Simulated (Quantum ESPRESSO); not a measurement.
Input of a Quantum ESPRESSO 7.5 run:

File pw.in:

```
&CONTROL
  calculation = 'relax'
  prefix = 'pwscf'
  outdir = './tmp'
  pseudo_dir = './pseudo'
  tprnfor = .true.
  tstress = .true.
  disk_io = 'low'
  nstep = 40
  forc_conv_thr = 0.0001
  etot_conv_thr = 1d-05
/
&SYSTEM
  ibrav = 0
  nat = 2
  ntyp = 2
  ecutwfc = 88
  nbnd = 15
  occupations = 'smearing'
  smearing = 'gaussian'
  degauss = 0.00073499
/
&ELECTRONS
  conv_thr = 4d-10
  electron_maxstep = 120
  mixing_beta = 0.5
/
&IONS
  ion_dynamics = 'bfgs'
/
ATOMIC_SPECIES
In   114.8180 In.upf
P     30.9738 P.upf
CELL_PARAMETERS angstrom
   0.0000000000    3.0104060000    2.9806000000
   2.9806000000    0.0000000000    2.9806000000
   2.9806000000    3.0104060000    0.0000000000
ATOMIC_POSITIONS crystal
In     0.0000000000    0.0000000000    0.0000000000
P      0.2500000000    0.2500000000    0.2500000000
K_POINTS automatic
8 8 8 0 0 0
```

Potentials or basis: PseudoDojo 0.4.1 SR PBE standard.

The run is started by

```bash
$ OMP_NUM_THREADS=1 pw.x -in pw.in > pw.out
```

(1) What does it give for the band gap on the k mesh?

Results:

(1) 0.36 eV, direct.

Caveat: the relaxation stopped at its first step, so nothing moved; spin-orbit coupling is left out, which moves the levels of the heavy elements.
